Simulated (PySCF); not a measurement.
# How the numerical set-up moves the result for GeB (quartet)

Which parts of the numerical set-up matter for GeB (quartet)? Each run edits the base script.

Computed with PySCF 2.14.0. Level: method and basis as typed in the scripts.

4 further runs of the same task are left out: 4 that didn't finish.

## 1. Starting geometry

GeB (quartet): 2 atoms, charge 0, spin multiplicity 4.

Bond lengths: Ge1–B2 1.876 Å.

## 2. The run that the others are compared with

File input.py:

```python
from pyscf import gto, dft

mol = gto.M(
    atom='Ge 0 0 0; B 0 0 1.876',
    basis='crenbl',
    ecp={'Ge': 'crenbl', 'B': 'crenbl'},
    charge=0,
    spin=3,
    symmetry=True,
    verbose=3,
)
mf = dft.UKS(mol, xc='bp86')
mf.kernel()
g = mf.nuc_grad_method()
g.grid_response = True
g.kernel()
mf.dip_moment()
print('orbital energies (hartree):', [e[max(0, n-3):n+3].round(4) for e, n in zip(mf.mo_energy, mol.nelec)])
```

Command:

```console
> OMP_NUM_THREADS=1 python input.py
```

The log of this run is left out.

In short: E(SCF) = -99.273310 Eh, ⟨S²⟩ = 3.752, μ = 0.96 D, gradient on the second atom -0.0592 Eh/bohr.

The bond length is a typed value, not an optimised one. The quartet is typed in the script; nothing here shows that it is the ground state.

## 3. X2c-svpall (core potential off, X2C on)

Run 1 changes basis set: crenbl → x2c-svpall; core potential: on → off; spin-free X2C: off → on. The core potential changes with it: totals don't compare.

File input.py:

```python
from pyscf import gto, dft

mol = gto.M(
    atom='Ge 0 0 0; B 0 0 1.876',
    basis='x2c-svpall',
    charge=0,
    spin=3,
    symmetry=True,
    verbose=3,
)
mf = dft.UKS(mol, xc='bp86')
mf = mf.sfx2c1e()
mf.kernel()
g = mf.nuc_grad_method()
g.grid_response = True
g.kernel()
mf.dip_moment()
print('orbital energies (hartree):', [e[max(0, n-3):n+3].round(4) for e, n in zip(mf.mo_energy, mol.nelec)])
```

Command:

```console
> OMP_NUM_THREADS=1 python input.py
```

## 4. Density fitting cc-pvdz-jkfit

Run 2 changes density fitting: none → cc-pvdz-jkfit.

input.py: that of step 2 with these lines changed.

```diff
@@ -12,2 +12,3 @@
 mf = dft.UKS(mol, xc='bp86')
+mf = mf.density_fit(auxbasis='cc-pvdz-jkfit')
 mf.kernel()
```

Q: Predict the outcome of this session. Wanted: for each run, E(SCF); from base; gap, α spin; SCF dipole.

The runs gave:

| run | E(SCF) (hartree) | from base (eV) | gap, α spin (eV) | SCF dipole (D) | functions |
| --- | --- | --- | --- | --- | --- |
| base | -99.273310 | 0 | n/a | 0.96 | 48 |
| x2c-svpall (core potential off, X2C on) | -2123.419138 | not comparable | 3.22 | 0.80 | 46 |
| density fitting cc-pvdz-jkfit | -99.273377 | -0.0018 | n/a | 0.96 | 48 |

What this shows: Total energies from different bases, Hamiltonians or methods carry different errors, so properties are taken as differences within one set-up.
